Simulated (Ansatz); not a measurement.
**Si3B4: from a guess to a relaxed structure, part 1 of 2**

The task: take a trial cell of Si3B4 to zero force and stress.

Program: Ansatz 0.2.0. Level of theory: DFT PBE, scalar-relativistic, plane waves, PAW. These are calculated values, not measurements.

## Step 1: The system as given

Symmetry: P-43m, No. 215, cubic system. The conventional cell has a = 4.506 Å, b = 4.506 Å, c = 4.506 Å, α = 90.00°, β = 90.00°, γ = 90.00°. Si (site symmetry -42m) is surrounded by 4 B at 1.94 Å. B (site symmetry 3m) is surrounded by 3 Si at 1.94 Å.

As a file:

```cif
data_structure
_symmetry_space_group_name_H-M 'P-43m'
_symmetry_Int_Tables_number 215
_cell_length_a 4.5060
_cell_length_b 4.5060
_cell_length_c 4.5060
_cell_angle_alpha 90.000
_cell_angle_beta 90.000
_cell_angle_gamma 90.000
_cell_volume 91.49
loop_
_atom_site_label
_atom_site_type_symbol
_atom_site_symmetry_multiplicity
_atom_site_Wyckoff_symbol
_atom_site_fract_x
_atom_site_fract_y
_atom_site_fract_z
_atom_site_occupancy
Si1 Si 3 d 0.00000 0.00000 0.50000 1
B1 B 4 e 0.24569 0.24569 0.75431 1
```

The cell is invented: 3-, 4-connected net, the two elements on its two kinds of vertex (P-43m, No. 215). Its size is a rough estimate.

## Step 2: Probe: one point on a coarse mesh

The input, input.yaml:

```yaml
crystal:
  lattice:
    - [4.50601309, 0.0, 0.0]
    - [0.0, 4.50601309, 0.0]
    - [0.0, 0.0, 4.50601309]
  atoms:
    - { symbol: Si, position: [0.0, 0.0, 0.5] }
    - { symbol: Si, position: [0.5, 0.0, 0.0] }
    - { symbol: Si, position: [0.0, 0.5, 0.0] }
    - { symbol: B, position: [0.245687, 0.245687, 0.754313] }
    - { symbol: B, position: [0.754313, 0.754313, 0.754313] }
    - { symbol: B, position: [0.245687, 0.754313, 0.245687] }
    - { symbol: B, position: [0.754313, 0.245687, 0.245687] }
basis:
  ecutwfc: 420
kpoints:
  mp_grid: { grid: [4, 4, 4] }
hamiltonian:
  xc: pbe
scf:
  occupations: { method: gaussian, width: 0.1 }
  lower_state_search: "off"
output:
  forces: true
  stress: true
  eigenvalues: true
```

Started as:

```
$ ansatz run input.yaml --threads 1 --pin off --max-ram 2560MiB --backend cpu --events-out ev --progress --plain --runs-dir out
```

The log of the run:

```text
[... 31 lines left out ...]
SCF 1 converged in 6 iterations: F = -2523.733745 eV  dr2 = 1.05e-8
SCF converged after 6 iterations
Free energy (F): -2523.733745 eV
Harris-Foulkes:  -2523.733745 eV  (|F-HF|=8.12e-9)
Internal energy: -2523.710395 eV  (E = F + TS)
E sigma→0 (E₀):  -2523.722070 eV
Entropy (-TS):   -0.023350 eV (-3.336 meV/atom)
Fermi energy:    5.965690 eV
--- Per-component energies (eV) ---
  E_band       = 33.510313
  E_kinetic    = 311.871201
  E_local      = -227.227608  (includes V_loc(G=0)·N_el)
  E_nonlocal   = 133.846714
  E_hartree    = 62.182249
  E_xc         = -292.545697
  E_vxc        = -290.474899  (∫ρ·V_xc dr)
  E_paw        = -1853.640411  (= ΣΔE_a)
  E_vpaw       = -18.868962  (= ΣTr[D̂ρ^β])
  E_aug_tail   = 0.000008  (compensation charges beyond the density's cutoff)
  E_ewald      = -658.196852
  E_smearing   = -0.023350  (= −TS)
  E_closure    = -0.000000  (closes the sum)
  Σ components = -2523.733745   (vs F -2523.733745, Δ=0.00e0)
--- Forces (eV/Å), atoms counted from 1 ---
  atom   1  Si    -0.00000000    -0.00000000     0.00000000
  atom   2  Si    -0.00000000     0.00000000     0.00000000
  atom   3  Si    -0.00000000     0.00000000    -0.00000000
  atom   4  B      0.05539498     0.05539498    -0.05539498
  atom   5  B     -0.05539498    -0.05539498    -0.05539498
  atom   6  B      0.05539498    -0.05539498     0.05539498
  atom   7  B     -0.05539498     0.05539498     0.05539498
  max |Σ_I F_I| component: 6.59e-16 eV/Å
--- Stress (GPa, compression-positive) ---
       14.405032      -0.000000      -0.000000
       -0.000000      14.405032       0.000000
       -0.000000       0.000000      14.405032
  P = ⅓ Tr σ = 14.4050 GPa (144.050 kbar)
--- Band table (eV; the first three rows and the last of 10) ---
  k-point 0: bands = ["-6.3132", "-0.8251", "-0.8251", "-0.3338", "-0.3338", "-0.3338", "3.4629", "4.1878", "4.1878", "4.1878", "5.8124", "5.8124", "5.8124", "8.9380", "8.9380", "8.9380", "10.0137", "10.0137", "10.0137"]
  k-point 1: bands = ["-5.9594", "-2.7893", "-0.6079", "-0.1626", "-0.1626", "1.4469", "3.4255", "3.7581", "3.7581", "4.4254", "4.8012", "5.5212", "5.5212", "8.2819", "8.7415", "8.7415", "10.2389", "11.2320", "11.2320"]
  k-point 2: bands = ["-5.2752", "-4.1393", "-0.3300", "0.0470", "0.0470", "2.7175", "3.0235", "3.1182", "3.2181", "3.2181", "5.5726", "5.5726", "6.2670", "6.8342", "8.2371", "8.2371", "11.0693", "12.3320", "13.2453"]
  k-point 9: bands = ["-2.9899", "-2.9899", "-2.9899", "-1.9787", "-0.1374", "-0.1374", "-0.1374", "3.0173", "6.4528", "6.4528", "6.5406", "6.5406", "6.5406", "9.1409", "9.1409", "9.1409", "13.1714", "13.1714", "13.1714"]
```

Run time: 1.3 s. Hardware: 1 thread of Arm Neoverse V2, shared host; peak memory 0.27 GiB.

Read-out: pressure 14.4 GPa, largest force 0.10 eV/Å, gap on this mesh none (metal). A cheap, loose relaxation comes first.

## Step 3: Coarse relaxation

Edit input.yaml of step 2 so:

```diff
@@ -26 +26,6 @@
   eigenvalues: true
+relax:
+  adjacent_minimum: "off"
+  f_tol: 0.04
+  max_steps: 70
+  cell: { stress_tol: 0.4 }
```

Started as:

```
$ ansatz run input.yaml --threads 1 --pin off --max-ram 2560MiB --backend cpu --events-out ev --progress --plain --runs-dir out
```

The log of the run:

```text
Warning: RAYON_NUM_THREADS=1 ignored (pool sized by the plan → 1); use --threads N
Engine: ansatz 0.2.0, aarch64-unknown-linux-gnu
Pseudopotentials: kind: paw
Pseudopotential: Si, paw, valence charge 4, recommended cutoff 420 eV (normal), Si.paw.azcp
Pseudopotential: B, paw, valence charge 3, recommended cutoff 420 eV (normal), B.paw.azcp
Functional definition: PBE
  parameter kappa = 0.804
  parameter beta = 0.06672455060314922
  exchange = pbe_x(kappa = kappa, mu = beta*pi^2/3)
  correlation = pbe_c(beta = beta)
Crystal: 7 atoms, lattice volume = 91.491 Å³
Basis set: ecut = 420 eV, 1791 PW (Γ), exchange–correlation on 64×64×64 points (8 copies of the dense FFT grid, shifted against one another)
Bands: 19, of which v1, the nominal top of the filled ones, is band 12 counted from 1 (11 counted from 0)
Symmetry: 24 space group operations
Space group: P-43m (ITA 215), of the structure as read, at distance tolerance 4.5e-5 Å
k-points: 10 of 64 (time reversal used)
Non-local potential: Si, projectors of the file, l = 0: 2, l = 1: 2, l = 2: 2
Non-local potential: B, projectors of the file, l = 0: 2, l = 1: 2, l = 2: 1
PAW form: soft (Blöchl's): semilocal exchange-correlation on the pseudo side does not see the compensation charge
PAW one-centre angular grid: Si, 110 points (default); XC on 64 Gauss nodes
PAW one-centre angular grid: B, 110 points (default); XC on 64 Gauss nodes
Initial density: superposition of atomic densities (neutral atoms: chi_scale 0, normalization atom), corrected by the library's trained network
Initial wavefunctions: pseudopotential atomic-orbital guess
Functional: x = pbe(κ = 0.804, μ = 0.2195149727645171), c = pbe(β = 0.06672455060314922)
SCF iter   1: F=—  HF=-2523.732152 eV  |F-HF|=—  |Δ(HF+E_count)|=         —  Δρ=2.62e-3  dr2=1.07e-2  ethr=1.77e-3  ⟨swp⟩=6.3  Hψ=1158  notcnv=0
preconditioner: auto → Kerker (q_TF=auto, 2.183 Å⁻¹)  [metal: Δε(μ)=0.075 eV  Ē_g=8.194 eV  σ=0.100 eV  W_gap=0.40  n_scr=18 (ndim 8)  ℏωp=19.0 eV  f_vac=0.000  D(μ)=4.80/eV (n_scr^D=32)]
SCF iter   2: F=—  HF=-2523.733470 eV  |F-HF|=—  |Δ(HF+E_count)|=   1.32e-3  Δρ=1.59e-3  dr2=4.30e-3  ethr=4.48e-5  ⟨swp⟩=1.3  Hψ=295  notcnv=0  defer=1
SCF iter   3: F=—  HF=-2523.733752 eV  |F-HF|=—  |Δ(HF+E_count)|=   2.82e-4  Δρ=3.46e-4  dr2=1.53e-4  ethr=1.79e-5  ⟨swp⟩=2.8  Hψ=269  notcnv=0  defer=1
SCF iter   4: F=—  HF=-2523.733770 eV  |F-HF|=—  |Δ(HF+E_count)|=   1.79e-5  Δρ=1.42e-4  dr2=2.42e-5  ethr=6.38e-7  ⟨swp⟩=1.3  Hψ=195  notcnv=0  defer=1
SCF iter   5: F=—  HF=-2523.733745 eV  |F-HF|=—  |Δ(HF+E_count)|=   2.54e-5  Δρ=2.56e-5  dr2=7.38e-7  ethr=1.01e-7  ⟨swp⟩=2.6  Hψ=264  notcnv=0  defer=1
SCF iter   6: F=-2523.733745 eV  HF=-2523.733745 eV  |F-HF|=8.12e-9  |Δ(HF+E_count)|=   3.75e-7  Δρ=3.81e-6  dr2=1.05e-8  ethr=4.17e-10  ⟨swp⟩=9.0  Hψ=912  notcnv=0
SCF 1 converged in 6 iterations: F = -2523.733745 eV  dr2 = 1.05e-8
relax step   1: F+E_penalty+E_count = -2523.73374508 eV  Δ(F+E_penalty+E_count) = +0.000e0 eV  max|allowed force component| = 5.539e-2 eV/Å  Δτ_max = 0.0000 Å  P = +14.405 GPa  Ω = 91.491 Å³  (6 SCF iters, dr2 threshold 1.00e-7 eV, accepted)
Crystal: 7 atoms, lattice volume = 102.004 Å³
Basis set: ecut = 420 eV, 1935 PW (Γ), exchange–correlation on 64×64×64 points (8 copies of the dense FFT grid, shifted against one another)
Initial density: handed on by an earlier stage of this run
Initial wavefunctions: those handed on with the density
iter 1 solved again at ethr=9.49e-4 eV; its pass at ethr=3.10e-3 eV (dr2=2.28e-1 eV) is discarded
SCF iter   1: F=—  HF=-2524.522065 eV  |F-HF|=—  |Δ(HF+E_count)|=         —  Δρ=1.46e-2  dr2=2.37e-1  ethr=9.49e-4  ⟨swp⟩=1.2  Hψ=1364  notcnv=0
preconditioner: auto → Kerker (q_TF=auto, 2.144 Å⁻¹)  [metal: Δε(μ)=0.102 eV  Ē_g=7.908 eV  σ=0.100 eV  W_gap=0.48  n_scr=18 (ndim 8)  ℏωp=18.0 eV  f_vac=0.000  D(μ)=6.11/eV (n_scr^D=56)]
SCF iter   2: F=—  HF=-2524.484056 eV  |F-HF|=—  |Δ(HF+E_count)|=   3.80e-2  Δρ=7.78e-3  dr2=6.53e-2  ethr=9.49e-4  ⟨swp⟩=2.7  Hψ=292  notcnv=0
SCF iter   3: F=—  HF=-2524.474791 eV  |F-HF|=—  |Δ(HF+E_count)|=   9.27e-3  Δρ=1.10e-3  dr2=1.90e-3  ethr=2.72e-4  ⟨swp⟩=2.6  Hψ=345  notcnv=0
SCF iter   4: F=—  HF=-2524.474970 eV  |F-HF|=—  |Δ(HF+E_count)|=   1.79e-4  Δρ=2.64e-4  dr2=1.66e-4  ethr=7.90e-6  ⟨swp⟩=2.4  Hψ=294  notcnv=0
SCF iter   5: F=—  HF=-2524.475070 eV  |F-HF|=—  |Δ(HF+E_count)|=   1.00e-4  Δρ=8.46e-5  dr2=1.22e-5  ethr=6.92e-7  ⟨swp⟩=2.7  Hψ=314  notcnv=0
SCF iter   6: F=-2524.475081 eV  HF=-2524.475081 eV  |F-HF|=3.38e-7  |Δ(HF+E_count)|=   1.04e-5  Δρ=1.77e-5  dr2=5.00e-7  ethr=2.92e-9  ⟨swp⟩=4.5  Hψ=1000  notcnv=0
SCF 2 converged in 6 iterations: F = -2524.475081 eV  dr2 = 5.00e-7
relax step   2: F+E_penalty+E_count = -2524.47508112 eV  Δ(F+E_penalty+E_count) = -7.413e-1 eV  max|allowed force component| = 3.359e-1 eV/Å  Δτ_max = 0.1106 Å  P = +5.058 GPa  Ω = 102.004 Å³  energy of the carried Pulay correction = -6.672e-3 eV  (6 SCF iters, dr2 threshold 7.00e-7 eV, accepted)
Crystal: 7 atoms, lattice volume = 114.426 Å³
Basis set: ecut = 420 eV, 2205 PW (Γ), exchange–correlation on 64×64×64 points (8 copies of the dense FFT grid, shifted against one another)
iter 1 solved again at ethr=1.86e-3 eV; its pass at ethr=3.10e-3 eV (dr2=4.47e-1 eV) is discarded
SCF iter   1: F=—  HF=-2525.181053 eV  |F-HF|=—  |Δ(HF+E_count)|=         —  Δρ=2.05e-2  dr2=4.55e-1  ethr=1.86e-3  ⟨swp⟩=1.0  Hψ=1389  notcnv=0
preconditioner: auto → Kerker (q_TF=auto, 2.103 Å⁻¹)  [metal: Δε(μ)=0.084 eV  Ē_g=7.828 eV  σ=0.100 eV  W_gap=0.44  n_scr=18 (ndim 8)  ℏωp=17.0 eV  f_vac=0.000  D(μ)=9.42/eV (n_scr^D=92)]
SCF iter   2: F=—  HF=-2525.141082 eV  |F-HF|=—  |Δ(HF+E_count)|=   4.00e-2  Δρ=1.08e-2  dr2=1.23e-1  ethr=1.86e-3  ⟨swp⟩=2.0  Hψ=235  notcnv=0
SCF iter   3: F=—  HF=-2525.140699 eV  |F-HF|=—  |Δ(HF+E_count)|=   3.83e-4  Δρ=1.69e-3  dr2=4.88e-3  ethr=5.11e-4  ⟨swp⟩=2.7  Hψ=351  notcnv=0
SCF iter   4: F=—  HF=-2525.141251 eV  |F-HF|=—  |Δ(HF+E_count)|=   5.52e-4  Δρ=4.80e-4  dr2=7.34e-4  ethr=2.03e-5  ⟨swp⟩=2.6  Hψ=310  notcnv=0
SCF iter   5: F=—  HF=-2525.141464 eV  |F-HF|=—  |Δ(HF+E_count)|=   2.13e-4  Δρ=1.97e-4  dr2=1.19e-4  ethr=3.06e-6  ⟨swp⟩=2.5  Hψ=284  notcnv=0
SCF iter   6: F=—  HF=-2525.141822 eV  |F-HF|=—  |Δ(HF+E_count)|=   3.58e-4  Δρ=5.71e-5  dr2=6.49e-6  ethr=4.95e-7  ⟨swp⟩=2.2  Hψ=278  notcnv=0
SCF iter   7: F=-2525.141843 eV  HF=-2525.141843 eV  |F-HF|=2.51e-7  |Δ(HF+E_count)|=   2.06e-5  Δρ=8.51e-6  dr2=6.60e-8  ethr=2.92e-9  ⟨swp⟩=7.6  Hψ=1021  notcnv=0
SCF 3 converged in 7 iterations: F = -2525.141843 eV  dr2 = 6.60e-8
relax step   3: F+E_penalty+E_count = -2525.14184287 eV  Δ(F+E_penalty+E_count) = -6.668e-1 eV  max|allowed force component| = 3.179e-1 eV/Å  Δτ_max = 0.1966 Å  P = -1.736 GPa  Ω = 114.426 Å³  energy of the carried Pulay correction = -1.368e-2 eV  (7 SCF iters, dr2 threshold 7.00e-7 eV, accepted)
[... 12 lines left out ...]
relax step   4: F+E_penalty+E_count = -2525.28047432 eV  Δ(F+E_penalty+E_count) = -1.386e-1 eV  max|allowed force component| = 4.185e-1 eV/Å  Δτ_max = 0.1716 Å  P = -7.089 GPa  Ω = 122.594 Å³  energy of the carried Pulay correction = -1.786e-2 eV  (7 SCF iters, dr2 threshold 7.00e-7 eV, accepted)
[... 11 lines left out ...]
relax step   5: F+E_penalty+E_count = -2525.65135695 eV  Δ(F+E_penalty+E_count) = -3.709e-1 eV  max|allowed force component| = 1.372e-1 eV/Å  Δτ_max = 0.1946 Å  P = -8.779 GPa  Ω = 125.472 Å³  energy of the carried Pulay correction = -1.925e-2 eV  (6 SCF iters, dr2 threshold 7.00e-7 eV, accepted)
[... 10 lines left out ...]
relax step   6: F+E_penalty+E_count = -2525.96496046 eV  Δ(F+E_penalty+E_count) = -3.136e-1 eV  max|allowed force component| = 3.677e-1 eV/Å  Δτ_max = 0.0912 Å  P = +0.665 GPa  Ω = 112.688 Å³  energy of the carried Pulay correction = -1.275e-2 eV  (6 SCF iters, dr2 threshold 7.00e-7 eV, accepted)
[... 11 lines left out ...]
relax step   7: F+E_penalty+E_count = -2525.85572743 eV  Δ(F+E_penalty+E_count) = +1.092e-1 eV  max|allowed force component| = 3.150e-1 eV/Å  Δτ_max = 0.1470 Å  P = +4.748 GPa  Ω = 108.666 Å³  energy of the carried Pulay correction = -1.054e-2 eV  (6 SCF iters, dr2 threshold 7.00e-7 eV, rejected (line search))
[... 11 lines left out ...]
relax step   8: F+E_penalty+E_count = -2526.03563175 eV  Δ(F+E_penalty+E_count) = -7.067e-2 eV  max|allowed force component| = 5.029e-2 eV/Å  Δτ_max = 0.0677 Å  P = -0.351 GPa  Ω = 113.695 Å³  energy of the carried Pulay correction = -1.329e-2 eV  (7 SCF iters, accepted)
[... 9 lines left out ...]
relax step   9: F+E_penalty+E_count = -2526.03824474 eV  Δ(F+E_penalty+E_count) = -2.613e-3 eV  max|allowed force component| = 9.374e-4 eV/Å  Δτ_max = 0.0106 Å  P = +0.004 GPa  Ω = 113.306 Å³  energy of the carried Pulay correction = -1.308e-2 eV  (5 SCF iters, dr2 threshold 1.58e-7 eV, accepted)
Basis set: ecut = 420 eV, 2205 PW (Γ), exchange–correlation on 72×72×72 points (8 copies of the dense FFT grid, shifted against one another)
Initial wavefunctions: pseudopotential atomic-orbital guess (no wavefunctions were taken with the density)
iter 1 solved again at ethr=5.30e-7 eV; its pass at ethr=3.10e-3 eV (dr2=1.27e-4 eV) is discarded
SCF iter   1: F=—  HF=-2526.073461 eV  |F-HF|=—  |Δ(HF+E_count)|=         —  Δρ=5.10e-4  dr2=3.49e-5  ethr=5.30e-7  ⟨swp⟩=3.0  Hψ=1669  notcnv=0
preconditioner: auto → LDOS  [insulator: Δε(μ)=0.143 eV  Ē_g=8.902 eV  σ=0.100 eV  W_gap=0.59  n_scr=18 (ndim 8)  ℏωp=17.1 eV  f_vac=0.060  D(μ)=2.91/eV (n_scr^D=18)  ε∞_Penn≈4.7  β→1.0]
SCF iter   2: F=—  HF=-2526.073728 eV  |F-HF|=—  |Δ(HF+E_count)|=   2.67e-4  Δρ=4.14e-5  dr2=2.40e-6  ethr=1.45e-7  ⟨swp⟩=2.0  Hψ=310  notcnv=0
SCF iter   3: F=—  HF=-2526.073723 eV  |F-HF|=—  |Δ(HF+E_count)|=   4.83e-6  Δρ=1.08e-5  dr2=1.54e-7  ethr=1.00e-8  ⟨swp⟩=2.0  Hψ=285  notcnv=0
SCF iter   4: F=—  HF=-2526.073723 eV  |F-HF|=—  |Δ(HF+E_count)|=   1.08e-8  Δρ=4.39e-6  dr2=4.87e-8  ethr=6.43e-10  ⟨swp⟩=2.3  Hψ=313  notcnv=0
SCF iter   5: F=—  HF=-2526.073723 eV  |F-HF|=—  |Δ(HF+E_count)|=   1.15e-8  Δρ=1.78e-6  dr2=8.97e-9  ethr=2.03e-10  ⟨swp⟩=2.1  Hψ=281  notcnv=0
SCF iter   6: F=-2526.073723 eV  HF=-2526.073723 eV  |F-HF|=3.41e-10  |Δ(HF+E_count)|=   2.69e-9  Δρ=4.12e-7  dr2=4.33e-10  ethr=1.87e-11  ⟨swp⟩=6.1  Hψ=760  notcnv=0
SCF 10 converged in 6 iterations: F = -2526.073723 eV  dr2 = 4.33e-10
relax step  10: F+E_penalty+E_count = -2526.07372278 eV  Δ(F+E_penalty+E_count) = -3.548e-2 eV  max|allowed force component| = 2.616e-3 eV/Å  Δτ_max = 0.0000 Å  P = +0.350 GPa  Ω = 113.306 Å³  stress off target by 3.50e-1 GPa  SCF on the basis re-selected at this cell (its energy is not comparable with the rows above)  (6 SCF iters)
basis re-selected at this cell: Δ(F+E_penalty+E_count) = -3.548e-2 eV, ΔP = +0.346 GPa vs the last step (what re-selecting the basis moved, of the pressure what is left beyond the Pulay correction that the steps carried, after the strain that the cell walked since its last selection, with what the two solves' SCF thresholds leave and, on support functions, any second-order correction that the steps lacked; it is no measure of the basis error at this ecutwfc). The dense FFT grid was sized anew with the basis: this SCF ran on 36×36×36 points, the steps before it on 32×32×32, so part of this shift can come from that change (see relax.cell in the input reference). This SCF's stress stands 3.50e-1 GPa from its target on what of the cell is left free (relax.cell.stress_tol is 4.00e-1 GPa) and its largest allowed force component is 2.62e-3 eV/Å (relax.f_tol is 4.00e-2 eV/Å): within both
SCF converged after 6 iterations
Free energy (F): -2526.073723 eV
Harris-Foulkes:  -2526.073723 eV  (|F-HF|=3.41e-10)
Internal energy: -2526.059166 eV  (E = F + TS)
E sigma→0 (E₀):  -2526.066444 eV
Entropy (-TS):   -0.014557 eV (-2.080 meV/atom)
Fermi energy:    4.608408 eV
--- Per-component energies (eV) ---
  E_band       = -23.229472
  E_kinetic    = 311.482318
  E_local      = -503.869482  (includes V_loc(G=0)·N_el)
  E_nonlocal   = 125.241841
  E_hartree    = 175.579552
  E_xc         = -291.110737
  E_vxc        = -288.776510  (∫ρ·V_xc dr)
  E_paw        = -1853.128799  (= ΣΔE_a)
  E_vpaw       = -18.467054  (= ΣTr[D̂ρ^β])
  E_aug_tail   = 0.000004  (compensation charges beyond the density's cutoff)
  E_ewald      = -490.253862
  E_smearing   = -0.014557  (= −TS)
  E_closure    = 0.000000  (closes the sum)
  Σ components = -2526.073723   (vs F -2526.073723, Δ=0.00e0)
--- Forces (eV/Å), atoms counted from 1 ---
  atom   1  Si     0.00000000    -0.00000000    -0.00000000
  atom   2  Si     0.00000000     0.00000000     0.00000000
  atom   3  Si     0.00000000    -0.00000000    -0.00000000
  atom   4  B      0.00261584     0.00261584    -0.00261584
  atom   5  B     -0.00261584    -0.00261584    -0.00261584
  atom   6  B      0.00261584    -0.00261584     0.00261584
  atom   7  B     -0.00261584     0.00261584     0.00261584
  max |Σ_I F_I| component: 1.27e-16 eV/Å
--- Stress (GPa, compression-positive) ---
        0.349951       0.000000       0.000000
        0.000000       0.349951      -0.000000
        0.000000       0.000000       0.349951
  P = ⅓ Tr σ = 0.3500 GPa (3.500 kbar)
--- Band table (eV; the first three rows and the last of 10) ---
  k-point 0: bands = ["-9.0123", "-3.2653", "-3.2653", "-3.0067", "-3.0067", "-3.0067", "-0.7610", "2.3452", "2.3452", "2.3452", "3.5902", "3.5902", "3.5902", "6.8279", "6.8279", "6.8279", "10.1516", "10.3479", "10.3479"]
  k-point 1: bands = ["-8.8197", "-4.9416", "-3.2089", "-2.9057", "-2.9057", "-1.8644", "0.3977", "1.5864", "1.5864", "2.1661", "3.1876", "3.9449", "3.9449", "6.3866", "7.9519", "7.9519", "8.5261", "10.4291", "10.6704"]
  k-point 2: bands = ["-8.5695", "-5.7853", "-3.1499", "-2.7920", "-2.7920", "-1.6039", "1.0555", "1.0555", "1.9048", "2.0117", "2.8373", "4.1132", "4.1132", "6.1112", "6.6542", "9.5829", "9.5829", "10.2086", "10.5962"]
  k-point 9: bands = ["-7.4681", "-5.4410", "-5.4410", "-5.4410", "-0.3978", "-0.3978", "-0.3978", "1.2537", "1.2537", "2.9153", "5.9105", "5.9105", "5.9105", "7.1526", "7.1526", "7.1526", "8.1284", "9.5060", "9.5060"]
--- Relaxed structure (9 steps of the walk, 8 accepted, 1 SCFs on fresh bases) ---
  F+E_penalty+E_count = -2526.07372278 eV   max|allowed force component| = 2.616e-3 eV/Å   (the final SCF, on the basis selected at the relaxed cell)
  cell:  # Å, volume = 113.3062 Å³
    - [4.838950935551808, -2.4074124304840444e-34, -2.969142393983324e-33]
    - [3.0493890786131233e-34, 4.838950935551808, 6.034580096027003e-33]
    - [-1.941979828690409e-33, 6.540136634715041e-33, 4.838950935551808]
  atoms:
    - { symbol: Si, position: [1.979895495445464e-18, -2.6398606605939517e-18, 0.5] }
    - { symbol: Si, position: [0.5, -2.6398606605939513e-18, -1.0999419419141462e-18] }
    - { symbol: Si, position: [1.979895495445464e-18, 0.5, -1.0999419419141464e-18] }
    - { symbol: B, position: [0.1550254186685619, 0.15502541866856193, 0.8449745813314382] }
    - { symbol: B, position: [0.8449745813314382, 0.8449745813314382, 0.8449745813314382] }
    - { symbol: B, position: [0.15502541866856193, 0.8449745813314382, 0.15502541866856193] }
    - { symbol: B, position: [0.8449745813314382, 0.1550254186685619, 0.1550254186685619] }
```

It took 17 s on 1 thread of Arm Neoverse V2, shared host; peak memory 0.31 GiB.

The steps of the relaxation:

```csv
step,energy from step 1 (eV/cell),largest force component (eV/Å),pressure (GPa),volume (Å³)
1,0.0000,0.0554,14.41,91.49
2,-0.7413,0.3359,5.06,102.00
3,-1.4081,0.3179,-1.74,114.43
4,-1.5467,0.4185,-7.09,122.59
5,-1.9176,0.1372,-8.78,125.47
6,-2.2312,0.3677,0.66,112.69
7,-2.1220,0.3150,4.75,108.67
8,-2.3019,0.0503,-0.35,113.69
9,-2.3045,0.0009,0.00,113.31
10,-2.3400,0.0026,0.35,113.31
```

Step 1 is the start. Step 10 repeats the geometry before it on a plane-wave basis chosen anew for that cell, so its energy need not be comparable with the rows above. Step 7 was tried and not accepted.

|  | before | after | change |
| --- | --- | --- | --- |
| a (Å) | 4.506 | 4.839 | +7.4 % |
| b (Å) | 4.506 | 4.839 | +7.4 % |
| c (Å) | 4.506 | 4.839 | +7.4 % |
| volume (Å³/atom) | 13.07 | 16.19 | +23.8 % |
| shortest distance (Å) | 1.940 | 1.978 | +1.9 % |
| space group (0.01 Å) | P-43m | P-43m | same |

The run keeps the 24 symmetry operations of the start, so it could not have lowered the symmetry.

(Continued in part 2 of 2.)
